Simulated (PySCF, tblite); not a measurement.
# C5H14GeSSi: geometry, infrared bands and NMR shifts

What infrared bands and NMR shifts should C5H14GeSSi (`C/C=C/C[SiH2]S[CH2][GeH3]`) show?

The runs use tblite 0.8.0 and PySCF 2.14.0, with density-fitted response routines of our own; the level of theory stands in each step. All values are computed, except where a source is named. Atoms are numbered from 0 throughout.

### Step 1. Starting geometry

22 atoms, charge 0, multiplicity 1; geometry from: force field or distance geometry start.

Bonds of the start (Å): C0–C1 1.45, C1–C2 1.32, C2–C3 1.49, C3–Si4 1.86, Si4–S5 2.14, S5–C6 1.79, C6–Ge7 1.96, C0–H8 1.12, C0–H9 1.12, C0–H10 1.12, C1–H11 1.12, C2–H12 1.08, C3–H13 1.12, C3–H14 1.09, Si4–H15 1.48, Si4–H16 1.47, C6–H17 1.13, C6–H18 1.12, Ge7–H19 1.54, Ge7–H20 1.55, Ge7–H21 1.55.

### Step 2. Relaxing the molecule with GFN2-xTB

What the job is given:

```
{"job": {"kind": "relax", "xc": "GFN2-xTB", "basis": "xTB"}, "charge": 0, "multiplicity": 1}
C     -4.518700    -0.223100     0.132400
C     -3.160300     0.124000     0.519700
C     -2.141800     0.294700    -0.300900
C     -0.825500     0.648000     0.298300
Si     0.467600    -0.638500    -0.089600
S      2.107800    -0.301500     1.238900
C      3.717000    -0.639900     0.525500
Ge     4.080500     0.697300    -0.858500
H     -4.978900     0.489700    -0.591700
H     -5.173500    -0.194600     1.046500
H     -4.579500    -1.214500    -0.376000
H     -2.968700     0.225900     1.613800
H     -2.285300     0.201600    -1.370900
H     -0.856700     0.696900     1.415800
H     -0.471400     1.614900    -0.072400
H     -0.055900    -2.013700     0.107600
H      0.965900    -0.548500    -1.467500
H      3.660300    -1.675200     0.066600
H      4.474600    -0.595200     1.351600
H      4.785800    -0.052400    -2.009000
H      4.973700     1.779000    -0.192700
H      2.772300     1.344300    -1.388700
```

Command:

```bash
OMP_NUM_THREADS=1 python probes_run.py task.json out
```

This one command runs all jobs of the session in turn.

**Question.** This job is followed by: GFN2-xTB harmonic vibrations, gas phase; GIAO PBE0/pcSseg-1 NMR shielding, non-relativistic, gas phase. What will the session give for the following? strongest single infrared mode (GFN2-xTB); zero-point energy (GFN2-xTB); ¹³C shifts against TMS (PBE0/pcSseg-1); ¹H shifts against TMS (PBE0/pcSseg-1, means over atoms taken as alike); ²⁹Si shifts against TMS (PBE0/pcSseg-1); ³³S shifts against CS2 (PBE0/pcSseg-1); ⁷³Ge shifts against GeMe4 (PBE0/pcSseg-1).

As calculated:

| quantity | value |
| --- | --- |
| strongest single infrared mode (GFN2-xTB) | 2078 cm⁻¹, 431 km/mol |
| zero-point energy (GFN2-xTB) | 102.8 kcal/mol |
| ¹³C shifts against TMS (PBE0/pcSseg-1) | 134.8, 130.8, 22.2, 21.6, 10.6 ppm |
| ¹H shifts against TMS (PBE0/pcSseg-1, means over atoms taken as alike) | 5.85, 5.66, 4.71, 3.63, 2.01, 1.96, 1.82 ppm |
| ²⁹Si shifts against TMS (PBE0/pcSseg-1) | -22.2 ppm |
| ³³S shifts against CS2 (PBE0/pcSseg-1) | -192 ppm |
| ⁷³Ge shifts against GeMe4 (PBE0/pcSseg-1) | -235 ppm |

What this shows: Over 230 steps the energy fell by 0.656 eV; of the close pairs, Ge7–H20 changed most, 1.553 to 1.489 Å. All 60 modes are real, so the xTB geometry is a minimum. The strongest single mode, at 2078 cm⁻¹, moves mainly H21 and H19. GFN2-xTB is a fitted tight-binding method: band positions and strengths are rough. Its intensities can rank the bands wrongly. At PBE0/pcSseg-1: The widest tensor belongs to S5: span 314 ppm, with a paramagnetic part of -366 ppm. Spin-orbit coupling is left out, which matters for shieldings and couplings at and beside the heavy atoms.
